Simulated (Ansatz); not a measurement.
# HfPb4O: the cost of one run

Method: DFT PBE, scalar-relativistic, plane waves, PAW, in Ansatz 0.2.0.

2 further runs of the same task are left out: 1 that didn't finish, 1 set aside as unsound or not needed.

**1. The system as given**

It takes space group P6/mmm (No. 191, hexagonal). Conventional cell: a = 4.958 Å, b = 4.958 Å, c = 6.957 Å, α = 90.00°, β = 90.00°, γ = 120.00°. Hf (site symmetry 6/mmm) has 12 Pb at 3.17 Å and 2 O at 3.48 Å as nearest neighbours. Around Pb (site symmetry 3m) lie 4 Pb at 2.73 to 2.86 Å and 3 Hf at 3.17 Å and 3 O at 3.56 Å. Around O (site symmetry 6/mmm) lie 2 Hf at 3.48 Å and 12 Pb at 3.56 Å.

Coordinates:

```
Hf Pb O
1.0
     4.95793    0.00000    0.00000
    -2.47896    4.29369    0.00000
     0.00000    0.00000    6.95679
Hf Pb O
1 4 1
Direct
  0.00000 0.00000 0.00000
  0.33333 0.66667 0.80413
  0.33333 0.66667 0.19587
  0.66667 0.33333 0.19587
  0.66667 0.33333 0.80413
  0.00000 0.00000 0.50000
```

A structure generator made this guess: random cell by space group and Wyckoff sites (P6/mmm, No. 191). Its size is a rough estimate.

**2. Probe: one point on a coarse mesh**

File input.yaml:

```yaml
crystal:
  lattice:
    - [4.95792837, 0.0, 0.0]
    - [-2.47896419, 4.29369192, 0.0]
    - [0.0, 0.0, 6.95679385]
  atoms:
    - { symbol: Hf, position: [0.0, 0.0, 0.0] }
    - { symbol: Pb, position: [0.33333333, 0.66666667, 0.80413449] }
    - { symbol: Pb, position: [0.33333333, 0.66666667, 0.19586551] }
    - { symbol: Pb, position: [0.66666667, 0.33333333, 0.19586551] }
    - { symbol: Pb, position: [0.66666667, 0.33333333, 0.80413449] }
    - { symbol: O, position: [0.0, 0.0, 0.5] }
basis:
  ecutwfc: 420
kpoints:
  mp_grid: { grid: [6, 6, 4] }
hamiltonian:
  xc: pbe
scf:
  occupations: { method: gaussian, width: 0.1 }
  lower_state_search: "off"
output:
  forces: true
  stress: true
  eigenvalues: true
```

The run is started by

```sh
$ ansatz run input.yaml --threads 1 --pin off --max-ram 2560MiB --backend cpu --events-out ev --progress --plain --runs-dir out
```

Q: Estimate wall time and peak memory on 1 thread of Intel Xeon at 2.70GHz, shared host.

About 15 s, with a peak of 0.5 GiB.
